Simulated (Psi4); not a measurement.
# OMP2/def2-SVP (density fitting for correlation) run of SiH2O2F2 (SMILES O[Si](O)(F)F), part 2 of 2

Psi4 1.11.

**3. The triplet, same level**

calc.dat

```
memory 2.2 GB

molecule mol {
  0 3
  O     -1.123000     0.443800     0.890500
  Si    -0.011100    -0.018100    -0.177300
  O      1.321200    -0.386600     0.646700
  F     -0.483500    -1.262700    -1.033600
  F      0.238000     1.131800    -1.236100
  H     -1.829300     1.022300     0.602200
  H      1.948900    -0.998500     0.262000
  units angstrom
  symmetry c1
}

set {
  basis           def2-SVP
  reference       uhf
  puream          true
  e_convergence   1e-09
  d_convergence   1e-08
  scf_type        pk
  num_frozen_docc 9
  maxiter         100
}

e_tot, wfn = energy("omp2", return_wfn=True)
print_variables()
```

Launch:

```bash
$ psi4 -i calc.dat -o calc.out -n 1
```

calc.out:

```text
Psi4 1.11 release

   => Loading Basis Set <=

    Name: DEF2-SVP
    Role: ORBITAL
    Keyword: BASIS

         ---------------------------------------------------------
                                   SCF
                              UHF Reference
                        1 Threads,   2098 MiB Core
         ---------------------------------------------------------

  ==> Geometry <==

    Molecular point group: c1
    Full point group: C1

    Geometry (in Angstrom), charge = 0, multiplicity = 3:

       Center              X                  Y                   Z               Mass
    ------------   -----------------  -----------------  -----------------  -----------------
         O           -1.106157259663     0.464348051418     1.116773433221    15.994914619570
         SI           0.005742740337     0.002448051418     0.048973433221    27.976926534650
         O            1.338042740337    -0.366051948582     0.872973433221    15.994914619570
         F           -0.466657259663    -1.242151948582    -0.807326566779    18.998403162730
         F            0.254842740337     1.152348051418    -1.009826566779    18.998403162730
         H           -1.812457259663     1.042848051418     0.828473433221     1.007825032230
         H            1.965742740337    -0.977951948582     0.488273433221     1.007825032230

  Running in c1 symmetry.

  Rotational constants: A =      0.13719  B =      0.13704  C =      0.12982 [cm^-1]
  Rotational constants: A =   4112.90186  B =   4108.47934  C =   3891.76189 [MHz]
  Nuclear repulsion =  270.470000707396764

  Charge       = 0
  Multiplicity = 3
  Electrons    = 50
  Nalpha       = 26
  Nbeta        = 24

  ==> Algorithm <==

  SCF Algorithm Type is PK.
  DIIS enabled.
  MOM disabled.
  Fractional occupation disabled.
  Guess Type is SAD.
  Energy threshold   = 1.00e-09
  Density threshold  = 1.00e-08
  Integral threshold = 1.00e-12

  ==> Primary Basis <==

  Basis Set: DEF2-SVP
    Blend: DEF2-SVP
    Number of shells: 38
    Number of basis functions: 84
    Number of Cartesian functions: 89
    Spherical Harmonics?: true
    Max angular momentum: 2

  ==> Integral Setup <==

  Using in-core PK algorithm.
   Calculation information:
      Number of atoms:                   7
      Number of AO shells:              38
      Number of primitives:             76
      Number of atomic orbitals:        89
      Number of basis functions:        84

      Integral cutoff                 1.00e-12
      Number of threads:                 1

  Performing in-core PK
  Using 12748470 doubles for integral storage.
  We computed 247857 shell quartets total.
  Whereas there are 274911 unique shell quartets.

  ==> DiskJK: Disk-Based J/K Matrices <==

    J tasked:                  Yes
    K tasked:                  Yes
    wK tasked:                  No
    Memory [MiB]:             1573
    Schwarz Cutoff:          1E-12

  Minimum eigenvalue in the overlap matrix is 2.6034723905E-02.
  Reciprocal condition number of the overlap matrix is 6.4365535998E-03.
    Using symmetric orthogonalization.

  ==> Pre-Iterations <==

  SCF Guess: Superposition of Atomic Densities via on-the-fly atomic UHF (no occupation information).

   -------------------------
    Irrep   Nso     Nmo
   -------------------------
     A         84      84
   -------------------------
    Total      84      84
   -------------------------

  ==> Iterations <==

                        Total Energy        Delta E     RMS |[F,P]|

   @UHF iter SAD:  -637.44988160034052   -6.37450e+02   0.00000e+00
   @UHF iter   1:  -638.05332791105911   -6.03446e-01   5.91401e-03 ADIIS/DIIS
   @UHF iter   2:  -638.14286577897531   -8.95379e-02   3.26243e-03 ADIIS/DIIS
   @UHF iter   3:  -638.16870621786802   -2.58404e-02   5.88529e-04 ADIIS/DIIS
   @UHF iter   4:  -638.17192801789838   -3.22180e-03   2.24852e-04 ADIIS/DIIS
   @UHF iter   5:  -638.17253875448546   -6.10737e-04   1.25937e-04 ADIIS/DIIS
   @UHF iter   6:  -638.17281474943377   -2.75995e-04   6.67986e-05 DIIS
   @UHF iter   7:  -638.17300029570924   -1.85546e-04   1.00044e-04 ADIIS/DIIS
   @UHF iter   8:  -638.17282292035384    1.77375e-04   6.34712e-05 DIIS
   @UHF iter   9:  -638.17277959933506    4.33210e-05   2.81456e-05 DIIS
   @UHF iter  10:  -638.17279494869990   -1.53494e-05   1.30063e-05 DIIS
   @UHF iter  11:  -638.17280037626074   -5.42756e-06   8.49573e-06 DIIS
   @UHF iter  12:  -638.17280346140706   -3.08515e-06   6.17800e-06 DIIS
   @UHF iter  13:  -638.17280610593593   -2.64453e-06   3.66049e-06 DIIS
   @UHF iter  14:  -638.17280695560260   -8.49667e-07   1.76308e-06 DIIS
   @UHF iter  15:  -638.17280713897412   -1.83372e-07   7.00926e-07 DIIS
   @UHF iter  16:  -638.17280715106881   -1.20947e-08   3.23058e-07 DIIS
   @UHF iter  17:  -638.17280715249103   -1.42222e-09   1.15332e-07 DIIS
   @UHF iter  18:  -638.17280715264667   -1.55637e-10   5.57882e-08 DIIS
   @UHF iter  19:  -638.17280715267532   -2.86491e-11   3.98799e-08 DIIS
   @UHF iter  20:  -638.17280715270192   -2.66027e-11   4.86368e-08 DIIS
   @UHF iter  21:  -638.17280715270738   -5.45697e-12   4.85097e-08 DIIS
   @UHF iter  22:  -638.17280715268112    2.62617e-11   3.55716e-08 DIIS
   @UHF iter  23:  -638.17280715266145    1.96678e-11   1.75493e-08 DIIS
   @UHF iter  24:  -638.17280715266247   -1.02318e-12   8.61015e-09 DIIS
  Energy and wave function converged.

  ==> Post-Iterations <==

   @Spin Contamination Metric:   5.613632661E-02
   @S^2 Expected:                2.000000000E+00
   @S^2 Observed:                2.056136327E+00
   @S   Expected:                1.000000000E+00
   @S   Observed:                1.000000000E+00

[... 36 lines left out ...]
    Final Occupation by Irrep:
[... 6 lines left out ...]
  @UHF Final Energy:  -638.17280715266247
[... 3 lines left out ...]
    Nuclear Repulsion Energy =            270.4700007073967640
    One-Electron Energy =               -1423.6231887763281065
    Two-Electron Energy =                 514.9803809162688140
    Total Energy =                       -638.1728071526624717
[... 23 lines left out ...]
 Dipole X            :         -0.2991586            0.3447560            0.0455974
 Dipole Y            :         -0.1271539            0.1460807            0.0189268
 Dipole Z            :         -2.5714274            2.9592576            0.3878301
[... 47 lines left out ...]
  DIE_IF_NOT_CONVERGED          => (empty)
[... 9 lines left out ...]
  E_CONVERGENCE                 => 1e-09           !
[... 16 lines left out ...]
  LS_THC_WEIGHTS_TOLERANCE      => (empty)
[... 1 line left out ...]
  MAX_MOGRAD_CONVERGENCE        => (empty)
[... 1 line left out ...]
  MBIS_D_CONVERGENCE            => (empty)
[... 30 lines left out ...]
  PCG_CONVERGENCE               => (empty)
[... 22 lines left out ...]
  RMS_MOGRAD_CONVERGENCE        => (empty)
  R_CONVERGENCE                 => (empty)
[... 15 lines left out ...]
	Warning: cc_lambda option is changed to TRUE
	For this residual convergence, default PCG convergence is:     1.00e-07
	For this energy convergence, default RMS orbital gradient is:     3.16e-07
	For this energy convergence, default MAX orbital gradient is:     2.00e-06
[... 20 lines left out ...]
	Minimum required memory for amplitudes:     22.25 MB

	Computing DF-MP2 energy using SCF MOs (Canonical DF-MP2)...
	=======================================================================
	Nuclear Repulsion Energy (a.u.)    :   270.47000070739676
	DF-HF Energy (a.u.)                :  -638.17280715266247
	REF Energy (a.u.)                  :  -638.17280715266247
	Alpha-Alpha Contribution (a.u.)    :    -0.12469208225389
	Alpha-Beta Contribution (a.u.)     :    -0.62197376945180
	Beta-Beta Contribution (a.u.)      :    -0.11637518183549
	Scaled_SS Correlation Energy (a.u.):    -0.08035575469646
	Scaled_OS Correlation Energy (a.u.):    -0.74636852334216
	DF-SCS-MP2 Total Energy (a.u.)     :  -638.99953143070115
	DF-SOS-MP2 Total Energy (a.u.)     :  -638.98137305294983
	DF-SCS(N)-MP2 Total Energy (a.u.)  :  -638.59708553745975
	DF-MP2 Correlation Energy (a.u.)   :    -0.86304103354118
	DF-MP2 Total Energy (a.u.)         :  -639.03584818620368
	=======================================================================

	Number of alpha independent-pairs:1661
	Number of beta independent-pairs :1575

 ==============================================================================
 ================ Performing DF-OMP2 iterations... ============================
 ==============================================================================
	            Minimizing DF-MP2-L Functional
	            ------------------------------
 Iter       E_total           DE           RMS MO Grad      MAX MO Grad      RMS T2
 ----    ---------------    ----------     -----------      -----------     ----------
	successfully fired up coupled DIIS...
   1     -639.0523382738     -1.65e-02       2.42e-03         4.37e-02        2.55e-05
   2     -639.0565822336     -4.24e-03       1.32e-03         2.81e-02        1.44e-05
   3     -639.0584314812     -1.85e-03       7.34e-04         1.76e-02        1.25e-05
[... 6 lines of this table left out ...]
  10     -639.0597809035      1.73e-07       4.65e-05         1.40e-03        9.22e-08
[... 23 lines of further cycles ...]
  34     -639.0597910401     -1.49e-09       3.99e-07         8.86e-06        1.08e-08
  35     -639.0597910404     -2.95e-10       3.67e-07         8.38e-06        4.75e-09
  36     -639.0597910408     -4.60e-10       3.26e-07         7.23e-06        5.57e-09
[... 6 lines of this table left out ...]
  43     -639.0597910422     -2.07e-11       6.74e-08         1.33e-06        1.67e-09

 ==============================================================================
 ======================== DF-OMP2 ITERATIONS ARE CONVERGED ====================
 ==============================================================================

	Computing MP2 energy using optimized MOs...
	=======================================================================
	Nuclear Repulsion Energy (a.u.)    :   270.47000070739676
	DF-HF Energy (a.u.)                :  -638.17280715266247
	REF Energy (a.u.)                  :  -638.14318095756562
	Alpha-Alpha Contribution (a.u.)    :    -0.13028444419692
	Alpha-Beta Contribution (a.u.)     :    -0.65989707276623
	Beta-Beta Contribution (a.u.)      :    -0.12642856997110
	Scaled_SS Correlation Energy (a.u.):    -0.08557100472267
	Scaled_OS Correlation Energy (a.u.):    -0.79187648731947
	DF-SCS-MP2 Total Energy (a.u.)     :  -639.02062844960778
	DF-SOS-MP2 Total Energy (a.u.)     :  -638.93505744488505
	DF-SCS(N)-MP2 Total Energy (a.u.)  :  -638.59499586250138
	DF-MP2 Correlation Energy (a.u.)   :    -0.88698389183742
	DF-MP2 Total Energy (a.u.)         :  -639.05979104449989
	=======================================================================

	=======================================================================
	================ DF-OMP2 FINAL RESULTS ================================
	=======================================================================
	Nuclear Repulsion Energy (a.u.)    :   270.47000070739676
	DF-HF Energy (a.u.)                :  -638.17280715266247
	REF Energy (a.u.)                  :  -638.14318095756562
	DF-SCS-OMP2 Total Energy (a.u.)    :  -639.02062844960778
	DF-SOS-OMP2 Total Energy (a.u.)    :  -638.93505744488505
	DF-SCS(N)-OMP2 Total Energy (a.u.) :  -638.59499586250138
	DF-OMP2 Correlation Energy (a.u.)  :    -0.88698388949967
	Edfomp2 - Eref (a.u.)              :    -0.91661008459653
	DF-OMP2 Total Energy (a.u.)        :  -639.05979104216215
	=======================================================================

	total time  =         84 seconds =       1.40 minutes

  Variable Map:
  ----------------------------------------------------------------------------
  "CURRENT CORRELATION ENERGY"            =>      -0.886983889500
  "CURRENT ENERGY"                        =>    -639.059791042162
  "CURRENT REFERENCE ENERGY"              =>    -638.172807152662
  "DD SOLVATION ENERGY"                   =>       0.000000000000
  "HF KINETIC ENERGY"                     =>     638.228290526666
  "HF POTENTIAL ENERGY"                   =>   -1276.401097679328
  "HF TOTAL ENERGY"                       =>    -638.172807152662
  "HF VIRIAL RATIO"                       =>       1.999913066571
  "MP2 CORRELATION ENERGY"                =>      -0.863041033541
  "MP2 DOUBLES ENERGY"                    =>      -0.863041033541
  "MP2 OPPOSITE-SPIN CORRELATION ENERGY"  =>      -0.621973769452
  "MP2 SAME-SPIN CORRELATION ENERGY"      =>      -0.241067264089
  "MP2 SINGLES ENERGY"                    =>       0.000000000000
  "MP2 TOTAL ENERGY"                      =>    -639.035848186204
  "NUCLEAR REPULSION ENERGY"              =>     270.470000707397
  "OMP2 CORRELATION ENERGY"               =>      -0.886983889500
  "OMP2 OPPOSITE-SPIN CORRELATION ENERGY" =>      -0.659897072766
  "OMP2 REFERENCE CORRECTION ENERGY"      =>       0.029626195097
  "OMP2 SAME-SPIN CORRELATION ENERGY"     =>      -0.256713014168
  "OMP2 TOTAL ENERGY"                     =>    -639.059791042162
  "ONE-ELECTRON ENERGY"                   =>   -1423.623188776328
  "PCM POLARIZATION ENERGY"               =>       0.000000000000
  "PE ENERGY"                             =>       0.000000000000
  "SCF ITERATION ENERGY"                  =>    -638.172807152662
  "SCF ITERATIONS"                        =>      24.000000000000
  "SCF TOTAL ENERGY"                      =>    -638.172807152662
  "SCS(N)-MP2 CORRELATION ENERGY"         =>      -0.424278384797
  "SCS(N)-MP2 TOTAL ENERGY"               =>    -638.597085537460
  "SCS(N)-OMP2 CORRELATION ENERGY"        =>      -0.422188709839
  "SCS(N)-OMP2 TOTAL ENERGY"              =>    -638.594995862501
  "SCS-MP2 CORRELATION ENERGY"            =>      -0.826724278039
  "SCS-MP2 TOTAL ENERGY"                  =>    -638.999531430701
  "SCS-OMP2 CORRELATION ENERGY"           =>      -0.847821296945
  "SCS-OMP2 TOTAL ENERGY"                 =>    -639.020628449608
  "SOS-MP2 CORRELATION ENERGY"            =>      -0.808565900287
  "SOS-MP2 TOTAL ENERGY"                  =>    -638.981373052950
  "SOS-OMP2 CORRELATION ENERGY"           =>      -0.762250292223
  "SOS-OMP2 TOTAL ENERGY"                 =>    -638.935057444885
  "TWO-ELECTRON ENERGY"                   =>     514.980380916269

  Array Variable Map:
  ----------------------------------------------------------------------------
  "CURRENT DIPOLE"                        =>       0.045597356155 ... 0.387830117969 1 by 3
  "SCF DIPOLE"                            =>       0.045597356155 ... 0.387830117969 1 by 3
  "SCF TOTAL ENERGIES"                    =>    -637.449881600341 ... -638.172807152662 1 by 25

    Psi4 run time: 0:01:28.12
```

It took 90 s on 1 thread of Intel Xeon Platinum 8259CL at 2.50GHz (Skylake/Cascade Lake), shared host; peak memory 0.3 GiB.

**4. What came out**

This closing draws on all 2 parts.

At OMP2/def2-SVP (density fitting for correlation), 9 core orbitals frozen:

| quantity | value |
| --- | --- |
| singlet: total energy | -639.39884 Eh |
| singlet: HOMO energy (Hartree–Fock orbitals) | -14.82 eV |
| singlet: LUMO energy (Hartree–Fock orbitals) | 4.07 eV |
| singlet: HOMO–LUMO gap (Hartree–Fock orbitals) | 18.89 eV |
| singlet: correlation energy (9 core orbitals frozen) | -835.3 mEh |
| triplet: total energy | -639.05979 Eh |
| triplet: HOMO energy (Hartree–Fock orbitals) (highest over α and β) | -2.61 eV |
| triplet: correlation energy (9 core orbitals frozen) | -887.0 mEh |
| triplet: ⟨S²⟩ of the reference determinant | 2.056 |
| vertical energy of the triplet above the singlet | 9.226 eV |

What this shows: At this shape the triplet lies 9.23 eV (890 kJ/mol) above the singlet.
